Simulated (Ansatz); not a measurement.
# CH6ClNSi (SMILES C[SiH](N)Cl): RPA@PBE0/6-31G(d) (spherical functions)

Aim: the energy change on altering one bond length of CH6ClNSi at RPA@PBE0/6-31G* (spherical functions), from 2 runs. 

The results are computed with Ansatz 0.2.0.

128 further runs of the same task are left out: 128 set aside as unsound or not needed.

### 1 The structure to begin with

The species is CH6ClNSi (10 atoms), meant as a singlet with charge 0. As SMILES, `C[SiH](N)Cl`. The coordinates come from a PBE0-D4/def2-TZVP relaxation. This is one conformer, not always the lowest.

Bond lengths: C1–Si2 1.853 Å, Si2–N3 1.706 Å, Si2–Cl4 2.081 Å, C1–H5 1.092 Å, C1–H6 1.092 Å, C1–H7 1.093 Å, Si2–H8 1.480 Å, N3–H9 1.008 Å, N3–H10 1.008 Å. Some angles: C1–Si2–N3 110.0°, C1–Si2–Cl4 106.9°, N3–Si2–Cl4 113.8°, C1–Si2–H8 113.9°, N3–Si2–H8 107.4°, Cl4–Si2–H8 105.0°, Si2–C1–H5 110.6°, Si2–C1–H6 110.4°, Si2–C1–H7 110.6°, Si2–N3–H9 120.0°.

### 2 A single-point energy at RPA@PBE0/6-31G(d) (spherical functions)

File molecule.yaml:

```yaml
basis:
  gaussian: {orbitals: 6-31G_st_-spherical.json}
crystal:
  periodic: [false, false, false]
  atoms:
    - {symbol: C, position_ang: [-0.924300, 0.960300, -0.429600]}
    - {symbol: Si, position_ang: [-0.055600, -0.637600, -0.073400]}
    - {symbol: "N", position_ang: [1.200800, -0.379200, 1.050800]}
    - {symbol: Cl, position_ang: [0.594900, -1.392500, -1.900800]}
    - {symbol: H, position_ang: [-1.720000, 0.809500, -1.161600]}
    - {symbol: H, position_ang: [-1.359500, 1.369700, 0.485000]}
    - {symbol: H, position_ang: [-0.226900, 1.694300, -0.841400]}
    - {symbol: H, position_ang: [-0.936500, -1.689500, 0.482600]}
    - {symbol: H, position_ang: [1.847500, 0.382600, 0.917600]}
    - {symbol: H, position_ang: [1.662700, -1.168700, 1.473800]}
hamiltonian: {xc: {name: PBE0}}
correlation: {method: rpa, frozen_orbitals: {C: 1, Cl: 5, H: 0, "N": 1, Si: 5}}
accuracy: high
```

The basis set 6-31G* is read from a file made from the Basis Set Exchange's data (not shown).

Started as:

```
$ ansatz run molecule.yaml --threads 1 --pin off --max-ram 3480MiB --events-out events.jsonl --progress --plain --runs-dir runs
```

The program printed:

```text
Warning: RAYON_NUM_THREADS=1 ignored (pool sized by the plan → 1); use --threads N
Functional definition: PBE0
  name "PBE0"
  parameter a = 0.25
  parameter kappa = 0.804
  parameter beta = 0.06672455060314922
  exchange = (1 - a)*pbe_x(kappa = kappa, mu = beta*pi^2/3) + a*exact_x
  correlation = pbe_c(beta = beta)
1774 factors; integrals over basis functions are off by at most 3.6e-9 eV
mean field evaluation 1: about -23008.5065 eV, gradient 5.9e1 eV
mean field evaluation 2: about -23008.7346 eV, gradient 5.9e1 eV
mean field evaluation 4: about -23015.7878 eV, gradient 8.5e0 eV
mean field evaluation 8: about -23015.9737 eV, gradient 5.8e-1 eV
mean field evaluation 16: about -23015.9746 eV, gradient 5.9e-5 eV
mean field -23015.97458432 eV, -845.8214651857 hartree, gradient 5.4e-8 eV, S^2 0.000000; 0 other end points of the search recorded, 0 dependent functions left out
12 core orbitals not correlated: weight in the atoms' cores, before any rotation towards them, 1.000 or more for the frozen orbitals, at most 0.000 for the correlated occupied ones
reference -22974.09945419 eV, -844.2825825375 hartree; 13, 13 occupied and 51, 51 virtual orbitals, 1774 factors
Total energy: -22994.30355163 eV, -845.0250694236 hartree
```

Wall time 12 s (1 thread of Arm Neoverse V2, shared host); peak memory 0.26 GiB.

### 3 The distorted shape

File molecule.yaml:

```yaml
basis:
  gaussian:
    orbitals: 6-31G_st_-spherical.json
crystal:
  periodic: [false, false, false]
  atoms:
    - {symbol: C, position_ang: [-1.021887, 1.073549, -0.155457]}
    - {symbol: Si, position_ang: [-0.153187, -0.524351, 0.200743]}
    - {symbol: N, position_ang: [1.103213, -0.265951, 1.324943]}
    - {symbol: Cl, position_ang: [0.594900, -1.392500, -1.900800]}
    - {symbol: H, position_ang: [-1.817587, 0.922749, -0.887457]}
    - {symbol: H, position_ang: [-1.457087, 1.482949, 0.759143]}
    - {symbol: H, position_ang: [-0.324487, 1.807549, -0.567257]}
    - {symbol: H, position_ang: [-1.034087, -1.576251, 0.756743]}
    - {symbol: H, position_ang: [1.749913, 0.495849, 1.191743]}
    - {symbol: H, position_ang: [1.565113, -1.055451, 1.747943]}
hamiltonian:
  xc: {name: PBE0}
correlation:
  method: rpa
  frozen_orbitals: {C: 1, Cl: 5, H: 0, "N": 1, Si: 5}
accuracy: high
```

The basis set 6-31G* is read from a file made from the Basis Set Exchange's data (not shown).

Started as:

```
$ ansatz run molecule.yaml --threads 1 --pin off --max-ram 3480MiB --events-out events.jsonl --progress --plain --runs-dir runs
```

The program printed, cut to the lines that bear on the results:

```text
Warning: RAYON_NUM_THREADS=1 ignored (pool sized by the plan → 1); use --threads N
[... 2 set-up lines as earlier in the session ...]
[...]
1767 factors; integrals over basis functions are off by at most 6.4e-9 eV
[...]
mean field -23015.51567225 eV, -845.8046004783 hartree, gradient 3.0e-8 eV, S^2 0.000000; 0 other end points of the search recorded, 0 dependent functions left out
12 core orbitals not correlated: weight in the atoms' cores, before any rotation towards them, 1.000 or more for the frozen orbitals, at most 0.000 for the correlated occupied ones
reference -22973.56763023 eV, -844.2630383677 hartree; 13, 13 occupied and 51, 51 virtual orbitals, 1767 factors
Total energy: -22993.84126984 eV, -845.0080808812 hartree
```

Run time: 11 s. Hardware: 1 thread of Arm Neoverse V2, shared host; peak memory 0.25 GiB.

### 4 Outcome

At RPA@PBE0/6-31G* (spherical functions), 12 core orbitals frozen:

| quantity | value |
| --- | --- |
| first shape: total energy | -845.02507 Eh |
| first shape: RPA correlation energy (valence) | -742.5 mEh |
| distorted shape: total energy | -845.00808 Eh |
| distorted shape: RPA correlation energy (valence) | -745.0 mEh |
| energy change with the Si2–Cl4 bond stretched from 2.081 to 2.394 Å | 0.462 eV |

In words: With the Si2–Cl4 bond stretched from 2.081 to 2.394 Å the energy rises by 0.46 eV (44.6 kJ/mol). The first shape isn't relaxed at this level, so the change isn't measured from a minimum.
